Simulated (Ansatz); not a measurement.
# TiInSe3: one candidate of a structure search

Where does this trial cell of TiInSe3 go when cell and atoms are let free?

Method: DFT PBE, scalar-relativistic, plane waves, PAW, in Ansatz 0.2.0.

### Step 1. The starting structure

Symmetry: Pm-3m, No. 221, cubic system. Conventional cell: a = 4.785 Å, b = 4.785 Å, c = 4.785 Å, α = 90.00°, β = 90.00°, γ = 90.00°. Ti (site symmetry m-3m) is surrounded by 6 Se at 2.39 Å. In (site symmetry m-3m) has 12 Se at 3.38 Å as nearest neighbours. Se (site symmetry 4/mmm) is surrounded by 2 Ti at 2.39 Å and 4 In at 3.38 Å.

Coordinates:

```
CELL_PARAMETERS angstrom
4.78468 0.00000 0.00000
0.00000 4.78468 0.00000
0.00000 0.00000 4.78468
ATOMIC_POSITIONS crystal
Ti 0.50000 0.50000 0.50000
In 0.00000 0.00000 0.00000
Se 0.00000 0.50000 0.50000
Se 0.50000 0.50000 0.00000
Se 0.50000 0.00000 0.50000
```

The cell is invented: species swapped into a database cell of ZnCo3C (Pm-3m, No. 221), with In on the Zn sites, Se on the Co sites and Ti on the C sites. Lengths come from tabulated atomic sizes and are only a guess.

### Step 2. A first look at the guess

The input, input.yaml:

```yaml
crystal:
  lattice:
    - [4.78467592, 0.0, 0.0]
    - [0.0, 4.78467592, 0.0]
    - [0.0, 0.0, 4.78467592]
  atoms:
    - { symbol: Ti, position: [0.5, 0.5, 0.5], spin: 1.0 }
    - { symbol: In, position: [0.0, 0.0, 0.0] }
    - { symbol: Se, position: [0.0, 0.5, 0.5] }
    - { symbol: Se, position: [0.5, 0.5, 0.0] }
    - { symbol: Se, position: [0.5, 0.0, 0.5] }
basis:
  ecutwfc: 420
kpoints:
  mp_grid: { grid: [4, 4, 4] }
hamiltonian:
  xc: pbe
scf:
  occupations: { method: gaussian, width: 0.1 }
  lower_state_search: "off"
output:
  forces: true
  stress: true
  eigenvalues: true
  populations: true
magnetization:
  spin_polarized: true
```

Launch:

```bash
$ ansatz run input.yaml --threads 1 --pin off --max-ram 2560MiB --backend cpu --events-out ev --progress --plain --runs-dir out
```

Log (excerpt; [...] marks lines left out):

```text
Warning: RAYON_NUM_THREADS=1 ignored (pool sized by the plan → 1); use --threads N
[...]
Pseudopotentials: kind: paw
Pseudopotential: Ti, paw, valence charge 12, recommended cutoff 420 eV (normal), Ti.paw.azcp
Pseudopotential: In, paw, valence charge 13, recommended cutoff 420 eV (normal), In.paw.azcp
Pseudopotential: Se, paw, valence charge 16, recommended cutoff 420 eV (normal), Se.paw.azcp
Functional definition: PBE
[...]
Crystal: 5 atoms, lattice volume = 109.536 Å³
Basis set: ecut = 420 eV, 2103 PW (Γ), exchange–correlation on 64×64×64 points (8 copies of the dense FFT grid, shifted against one another)
Bands: 45, of which v1, the nominal top of the filled ones, is band 37 counted from 1 (36 counted from 0)
Symmetry: 48 space group operations
Space group: Pm-3m (ITA 221), of the structure as read, at distance tolerance 4.8e-5 Å
Magnetic group: BNS 221.92 (UNI 1594), of the structure as read, at distance tolerance 4.8e-5 Å
k-points: 10 of 64
[...]
Starting moments: Σ|m| = 1 μB on 1 of 5 sites
[...]
SCF iter   1: F=—  HF=-24508.525894 eV  |F-HF|=—  |Δ(HF+E_count)|=         —  Δρ=5.36e-2 (↑2.81e-2 ↓5.36e-2)  dr2=1.57e1  dr2_m=2.76e-1  M=0.137 μB ∫|m|=0.641 μB  β_m=0.30  ethr=3.10e-3  ⟨swp⟩=6.5  Hψ=3283  notcnv=0  defer=2
[...]
spin=Collinear: Kerker preconditioning applied to the charge; magnetization (m = ρ↑ − ρ↓) channel mixes plain (no charge-response kernel on spin).
[...]
spin=Collinear: Resta preconditioning applied to the charge; magnetization (m = ρ↑ − ρ↓) channel mixes plain (no charge-response kernel on spin).
[...]
WARN: the starting moments were not kept: the SCF closed with an absolute magnetisation of 9.1e-6 μB, where they sum to 1 μB in size (1 site). That is at most 0.1 of that sum. Measured as dr2_m measures the in/out step, that magnetisation stands 6.7e-12 eV from none, at or under the [...]
SCF converged after 18 iterations
Magnetization: 0.0000 μB (36.5000 up, 36.5000 down)
Absolute magnetization: 0.0000 μB (∫|ρ↑−ρ↓|, with the PAW one-centre terms)
Spin contamination: 0.0000 ħ² per cell (⟨S²⟩ above its minimum at these occupations)
Per-site moments (μB) at R_I (Å): [(-2.389885606249912e-6, 0.9868394084999998), (3.876313114941979e-7, 1.395601675384943), (7.276210773313337e-7, 0.9868394084999998), (7.27621077298367e-7, 0.9868394084999998), (7.276210774254317e-7, 0.9868394084999998)]
Free energy (F): -24506.799948 eV
[...]
E sigma→0 (E₀):  -24506.786221 eV
Entropy (-TS):   -0.027454 eV (-5.491 meV/atom)
Fermi energy:    9.927256 eV
[...]
--- Forces (eV/Å), atoms counted from 1 ---
  atom   1  Ti     0.00000000    -0.00000000    -0.00000000
  atom   2  In    -0.00000000     0.00000000     0.00000000
  atom   3  Se    -0.00000000     0.00000000     0.00000000
  atom   4  Se    -0.00000000     0.00000000     0.00000000
  atom   5  Se     0.00000000    -0.00000000    -0.00000000
[...]
--- Stress (GPa, compression-positive) ---
       11.610285      -0.000000       0.000000
       -0.000000      11.610285       0.000000
        0.000000       0.000000      11.610285
  P = ⅓ Tr σ = 11.6103 GPa (116.103 kbar)
--- Band table (eV; the first three rows and the last of 20) ---
[...]
--- Löwdin populations: 5 sites ---
  site symbol       q [e]    m [muB]
     0     Ti     11.4092    -0.0000
     1     In     12.8642     0.0000
     2     Se     16.1853     0.0000
     3     Se     16.1853     0.0000
     4     Se     16.1853     0.0000
  spilling = 0.002338 (of n_electrons = 73.000000)
```

Run time: 7.2 s. Hardware: 1 thread of Intel Xeon 6975P-C (Granite Rapids), shared host; peak memory 0.46 GiB.

By site:

```
atom  Löwdin electrons
 Ti1             11.41
 In2             12.86
 Se3             16.19
 Se4             16.19
 Se5             16.19
```

The Löwdin counts miss 0.17 of the 73 electrons, which the atomic orbitals do not span, so they are no charges.

From the probe: pressure 11.6 GPa, largest force 0.00 eV/Å, gap on this mesh none (metal). A guess like this is first relaxed loosely on the coarse mesh.

### Step 3. A loose first relaxation

input.yaml: that of step 2 with these lines changed.

```diff
@@ -27 +27,6 @@
   spin_polarized: true
+relax:
+  adjacent_minimum: "off"
+  f_tol: 0.04
+  max_steps: 70
+  cell: { stress_tol: 0.4 }
```

Launch:

```bash
$ ansatz run input.yaml --threads 1 --pin off --max-ram 2560MiB --backend cpu --events-out ev --progress --plain --runs-dir out
```

Log (excerpt; [...] marks lines left out):

```text
Warning: RAYON_NUM_THREADS=1 ignored (pool sized by the plan → 1); use --threads N
[...]
[... 5 set-up lines as earlier in the session ...]
[...]
Crystal: 5 atoms, lattice volume = 109.536 Å³
Basis set: ecut = 420 eV, 2103 PW (Γ), exchange–correlation on 64×64×64 points (8 copies of the dense FFT grid, shifted against one another)
Bands: 45, of which v1, the nominal top of the filled ones, is band 37 counted from 1 (36 counted from 0)
[... 2 set-up lines as earlier in the session ...]
Magnetic group: BNS 221.92 (UNI 1594), of the structure as read, at distance tolerance 4.8e-5 Å
k-points: 10 of 64
[...]
Starting moments: Σ|m| = 1 μB on 1 of 5 sites
[...]
WARN: the starting moments were not kept: the SCF closed with an absolute magnetisation of 9.1e-6 μB, where they sum to 1 μB in size (1 site). That is at most 0.1 of that sum. Measured as dr2_m measures the in/out step, that magnetisation stands 6.7e-12 eV from none, at or under the [...]
--- Band table (eV; the first three rows and the last of 20) ---
[...]
--- Relaxed structure (2 steps of the walk, 2 accepted, 1 SCFs on fresh bases) ---
  F+E_penalty+E_count = -24507.36467945 eV   max|allowed force component| = 1.155e-28 eV/Å   (the final SCF, on the basis selected at the relaxed cell)
  cell:  # Å, volume = 126.5234 Å³
    - [5.020229487289655, 2.571918946567121e-33, 0.0]
    - [2.571918946567121e-33, 5.020229487289655, 0.0]
    - [0.0, 0.0, 5.020229487289655]
  atoms:
    - { symbol: Ti, position: [0.49999999999999994, 0.49999999999999994, 0.49999999999999994] }
    - { symbol: In, position: [3.3543371529386604e-36, -5.450797873525322e-37, -5.870090017642655e-36] }
    - { symbol: Se, position: [3.3543371529385875e-36, 0.49999999999999994, 0.49999999999999994] }
    - { symbol: Se, position: [0.49999999999999994, 0.49999999999999994, 0.0] }
    - { symbol: Se, position: [0.49999999999999994, -3.6897708682326e-36, 0.49999999999999994] }
--- Löwdin populations: 5 sites ---
  site symbol       q [e]    m [muB]
     0     Ti     11.2718    -0.0000
     1     In     12.8303     0.0000
     2     Se     16.2499     0.0000
     3     Se     16.2499     0.0000
     4     Se     16.2499     0.0000
  spilling = 0.002030 (of n_electrons = 73.000000)
```

Wall time 19 s (1 thread of Intel Xeon 6975P-C (Granite Rapids), shared host); peak memory 0.51 GiB.

Step by step:

| step | E - E(step 1) (eV/cell) | largest force component (eV/Å) | pressure (GPa) | volume (Å³) |
| --- | --- | --- | --- | --- |
| 1 | 0.0000 | 0.0000 | 11.61 | 109.54 |
| 2 | -0.5627 | 0.0000 | 0.34 | 126.52 |
| 3 | -0.5647 | 0.0000 | 0.35 | 126.52 |

Step 1 is the start. Step 3 repeats the geometry before it on a plane-wave basis chosen anew for that cell, so its energy need not be comparable with the rows above.

|  | before | after | change |
| --- | --- | --- | --- |
| a (Å) | 4.785 | 5.020 | +4.9 % |
| b (Å) | 4.785 | 5.020 | +4.9 % |
| c (Å) | 4.785 | 5.020 | +4.9 % |
| volume (Å³/atom) | 21.91 | 25.30 | +15.5 % |
| shortest distance (Å) | 2.392 | 2.510 | +4.9 % |
| space group (0.01 Å) | Pm-3m | Pm-3m | same |

The run keeps the 48 symmetry operations of the start, so it could not have lowered the symmetry.

Per atom:

```
atom  Löwdin electrons
 Ti1             11.27
 In2             12.83
 Se3             16.25
 Se4             16.25
 Se5             16.25
```

### Step 4. Relaxation on the finer mesh

The end of the coarse run is made exact in the group found at a tolerance of 0.06 Å and reduced to its primitive cell. The moments had died out, so spin is switched off.

The input, input.yaml:

```yaml
crystal:
  lattice:
    - [5.0202294873, 0.0, 0.0]
    - [0.0, 5.0202294873, 0.0]
    - [0.0, 0.0, 5.0202294873]
  atoms:
    - { symbol: Ti, position: [0.5, 0.5, 0.5] }
    - { symbol: In, position: [0.0, 0.0, 0.0] }
    - { symbol: Se, position: [0.0, 0.5, 0.5] }
    - { symbol: Se, position: [0.5, 0.5, 0.0] }
    - { symbol: Se, position: [0.5, 0.0, 0.5] }
basis:
  ecutwfc: 420
kpoints:
  mp_grid: { grid: [8, 8, 8] }
hamiltonian:
  xc: pbe
scf:
  occupations: { method: gaussian, width: 0.1 }
output:
  forces: true
  stress: true
  eigenvalues: true
relax:
  adjacent_minimum: "off"
  f_tol: 0.01
  max_steps: 80
  cell: { stress_tol: 0.05 }
```

Launch:

```bash
$ ansatz run input.yaml --threads 1 --pin off --max-ram 2560MiB --backend cpu --events-out ev --progress --plain --runs-dir out
```

Log (excerpt; [...] marks lines left out):

```text
Warning: RAYON_NUM_THREADS=1 ignored (pool sized by the plan → 1); use --threads N
[...]
[... 5 set-up lines as earlier in the session ...]
[...]
Crystal: 5 atoms, lattice volume = 126.523 Å³
Basis set: ecut = 420 eV, 2517 PW (Γ), exchange–correlation on 72×72×72 points (8 copies of the dense FFT grid, shifted against one another)
Bands: 44, of which v1, the nominal top of the filled ones, is band 37 counted from 1 (36 counted from 0)
[... 1 set-up line as earlier in the session ...]
Space group: Pm-3m (ITA 221), of the structure as read, at distance tolerance 5.0e-5 Å
k-points: 35 of 512
[...]
--- Stress (GPa, compression-positive) ---
       -0.001494      -0.000000       0.000000
       -0.000000      -0.001494      -0.000000
        0.000000      -0.000000      -0.001494
  P = ⅓ Tr σ = -0.0015 GPa (-0.015 kbar)
--- Band table (eV; the first three rows and the last of 35) ---
[...]
--- Relaxed structure (2 steps of the walk, 2 accepted, 1 SCFs on fresh bases) ---
  F+E_penalty+E_count = -24507.50118366 eV   max|allowed force component| = 4.309e-30 eV/Å   (the final SCF, on the basis selected at the relaxed cell)
  cell:  # Å, volume = 126.8174 Å³
    - [5.0241156218790275, -7.422854993992471e-35, -4.81482486096809e-35]
    - [-1.0030885127016853e-35, 5.0241156218790275, 0.0]
    - [-4.81482486096809e-35, 0.0, 5.0241156218790275]
  atoms:
    - { symbol: Ti, position: [0.5, 0.5, 0.5] }
    - { symbol: In, position: [2.717406406869243e-36, 7.033287170720396e-36, 4.955270506643915e-36] }
    - { symbol: Se, position: [-1.2787794855855273e-36, 0.5, 0.5] }
    - { symbol: Se, position: [0.5, 0.5, -7.832524349211351e-36] }
    - { symbol: Se, position: [0.5, -7.352982042116779e-36, 0.5] }
```

Wall time 22 s (1 thread of Intel Xeon 6975P-C (Granite Rapids), shared host); peak memory 0.52 GiB.

Relaxation path:

```csv
step,energy from step 1 (eV/cell),largest force component (eV/Å),pressure (GPa),volume (Å³)
1,0.0000,0.0000,0.13,126.52
2,-0.0001,0.0000,0.00,126.82
3,-0.0001,0.0000,0.00,126.82
```

Step 1 is the start. Step 3 repeats the geometry before it on a plane-wave basis chosen anew for that cell, so its energy need not be comparable with the rows above.

|  | before | after | change |
| --- | --- | --- | --- |
| a (Å) | 5.020 | 5.024 | +0.1 % |
| b (Å) | 5.020 | 5.024 | +0.1 % |
| c (Å) | 5.020 | 5.024 | +0.1 % |
| volume (Å³/atom) | 25.30 | 25.36 | +0.2 % |
| shortest distance (Å) | 2.510 | 2.512 | +0.1 % |
| space group (0.01 Å) | Pm-3m | Pm-3m | same |

The run keeps the 48 symmetry operations of the start, so it could not have lowered the symmetry.

### Step 5. What came out

```
                              quantity                                                                      value
symmetry at the end (tolerance 0.05 Å)                                                space group Pm-3m (No. 221)
                     conventional cell  a = 5.024 Å, b = 5.024 Å, c = 5.024 Å, α = 90.00°, β = 90.00°, γ = 90.00°
                                volume                                                              25.36 Å³/atom
              energy over the elements                                                              -0.55 eV/atom
                       gap on the mesh                                                               none (metal)
```

In words: The space group Pm-3m (No. 221) is kept, and the volume per atom grows by 15.8 % from the first guess. It lies below the elements, which doesn't yet make it stable: competing phases were not computed in this session. No finished test with a distortion of lower symmetry is shown, so the end may be a saddle point. A spin-polarised run here lost its starting moments, which speaks against magnetism, though one start doesn't rule it out. Other magnetic orders were not searched.
